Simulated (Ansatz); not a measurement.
# Hf: response to strain

Hf is deformed so: equal xx and yy strain of +2 %. What stress and forces result, by LAPW, PAW and all-electron datasets made for the crystal?

Method: DFT PBEsol, scalar-relativistic, in Ansatz 0.2.0.

**1. Starting point**

It takes space group Im-3m (No. 229, cubic). The conventional cell has a = 3.610 Å, b = 3.610 Å, c = 3.610 Å, α = 90.00°, β = 90.00°, γ = 90.00°. Around Hf (site symmetry m-3m) lie 8 Hf at 3.13 Å.

As a file:

```cif
data_structure
_symmetry_space_group_name_H-M 'P 1'
_symmetry_Int_Tables_number 1
_cell_length_a 3.1264
_cell_length_b 3.1264
_cell_length_c 3.1264
_cell_angle_alpha 109.471
_cell_angle_beta 109.471
_cell_angle_gamma 109.471
_cell_volume 23.52
loop_
_atom_site_label
_atom_site_type_symbol
_atom_site_fract_x
_atom_site_fract_y
_atom_site_fract_z
_atom_site_occupancy
Hf1 Hf 0.00000 0.00000 0.00000 1
```

**2. After the deformation**

Space group Im-3m before, I4/mmm after.

**3. All-electron LAPW**

Contents of input.yaml:

```yaml
crystal:
  lattice:
    - [-1.8411, 1.8411, 1.805]
    - [1.8411, -1.8411, 1.805]
    - [1.8411, 1.8411, -1.805]
  atoms:
    - { symbol: Hf, position: [0.0, 0.0, 0.0] }
kpoints:
  mp_grid: { grid: [14, 14, 14] }
  band_path:
    path:
      - [0.0, 0.0, 0.0]
      - [0.0, 0.0, 0.5]
      - [-0.5, 0.5, 0.5]
      - [0.0, 0.0, 0.0]
      - [0.4902921953, 0.4902921953, -0.4902921953]
      - [-0.4902921953, 0.5097078047, 0.4902921953]
      - [-0.5, 0.5, 0.5]
      - [0.0, 0.0, 0.5]
      - [0.25, 0.25, 0.25]
    npoints: 5
scf:
  occupations: { method: fermi_dirac, width: 0.05 }
hamiltonian:
  xc: pbesol
  pseudopotentials: { kind: all_electron, lapw: { basis_error: 0.0005 } }
output:
  forces: true
  stress: true
  eigenvalues: true
```

Launch:

```sh
ansatz run input.yaml --threads 1 --pin off --max-ram 3072MiB --backend cpu --events-out ev --progress --plain --runs-dir out
```

**4. Frozen-core PAW**

Contents of input.yaml:

```yaml
crystal:
  lattice:
    - [-1.8411, 1.8411, 1.805]
    - [1.8411, -1.8411, 1.805]
    - [1.8411, 1.8411, -1.805]
  atoms:
    - { symbol: Hf, position: [0.0, 0.0, 0.0] }
kpoints:
  mp_grid: { grid: [14, 14, 14] }
scf:
  occupations: { method: fermi_dirac, width: 0.05 }
hamiltonian:
  xc: pbesol
  pseudopotentials: { kind: paw }
output:
  forces: true
  stress: true
  eigenvalues: true
  efg: { contact_densities: true }
```

**5. All-electron PAW on datasets made for the crystal**

Edit input.yaml of step 4 so:

```diff
@@ -13,3 +13,3 @@
   xc: pbesol
-  pseudopotentials: { kind: paw }
+  pseudopotentials: { kind: all_electron, datasets: crystal }
 output:
```

(Steps that only read results are left out.)

Q: Predict the outcome of this session. Wanted: pressure; largest shear or deviatoric stress.

**Answer**, as computed:

| quantity | value |
| --- | --- |
| pressure | LAPW -11.76, PAW -11.78, crystal datasets -11.76 GPa |
| largest shear or deviatoric stress (LAPW) | 0.75 GPa |

What this shows: The largest part of the stress beyond the pressure is 0.75 GPa in size, in the zz component. No run of the undeformed cell stands beside it, so the pressure holds what the given cell had before the change. PAW: stress within 0.01 GPa of LAPW. Crystal datasets: stress within 0.01 GPa of LAPW. Spin-orbit coupling is left out, though the cell holds Hf; in elements this heavy it can shift bands and gaps by tenths of an eV.
